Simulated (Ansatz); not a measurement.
# TiO2: the cost of one run

Method: DFT PBE, PAW, plane waves, scalar-relativistic, in Ansatz 0.2.0.

## 1. The system as given

It takes space group P4_2/mnm (No. 136, tetragonal). The conventional cell has a = 4.623 Å, b = 4.623 Å, c = 2.986 Å, α = 90.00°, β = 90.00°, γ = 90.00°. Ti (site symmetry mmm) has 6 O at 1.96 to 2.00 Å as nearest neighbours. O (site symmetry m2m) has 3 Ti at 1.96 to 2.00 Å as nearest neighbours.

Coordinates:

```
CELL_PARAMETERS angstrom
4.62300 0.00000 0.00000
0.00000 4.62300 0.00000
0.00000 0.00000 2.98600
ATOMIC_POSITIONS crystal
Ti 0.00000 0.00000 0.00000
Ti 0.50000 0.50000 0.50000
O 0.30520 0.30520 0.00000
O 0.19480 0.80520 0.50000
O 0.69480 0.69480 0.00000
O 0.80520 0.19480 0.50000
```

In tables a label like O6 counts atoms in the order of input.yaml; a structure file may count by element.

First come: parallel moments, plain SCF; opposed moments +-, plain SCF; no spin polarisation; spin on, no moments given (the program may seed its own), plain SCF. What is tried next depends on their ends.

A plain SCF has the search for lower states switched off and ends at the first converged state. Ends within 0.2 meV/atom and 0.1 μB count as one state.

Moments by site are taken inside atomic spheres; the rest lies between them.

## 2. Parallel moments, plain SCF

Input file input.yaml:

```yaml
crystal:
  lattice:
    - [4.623, 0.0, 0.0]
    - [0.0, 4.623, 0.0]
    - [0.0, 0.0, 2.986]
  atoms:
    - { symbol: Ti, position: [0.0, 0.0, 0.0], spin: 1.0 }
    - { symbol: Ti, position: [0.5, 0.5, 0.5], spin: 1.0 }
    - { symbol: O, position: [0.3052, 0.3052, 0.0] }
    - { symbol: O, position: [0.1948, 0.8052, 0.5] }
    - { symbol: O, position: [0.6948, 0.6948, 0.0] }
    - { symbol: O, position: [0.8052, 0.1948, 0.5] }
magnetization:
  spin_polarized: true
hamiltonian:
  xc: pbe
  pseudopotentials: { kind: paw }
basis:
  ecutwfc: 420
kpoints:
  mp_grid: { grid: [5, 5, 7] }
scf:
  occupations: { method: fermi_dirac, width: 0.02 }
  lower_state_search: "off"
output:
  forces: true
  stress: true
```

What time and memory should one allow on 2 threads of an x86-64 CPU, shared host?

About 2.9 s, with a peak of 0.47 GiB.
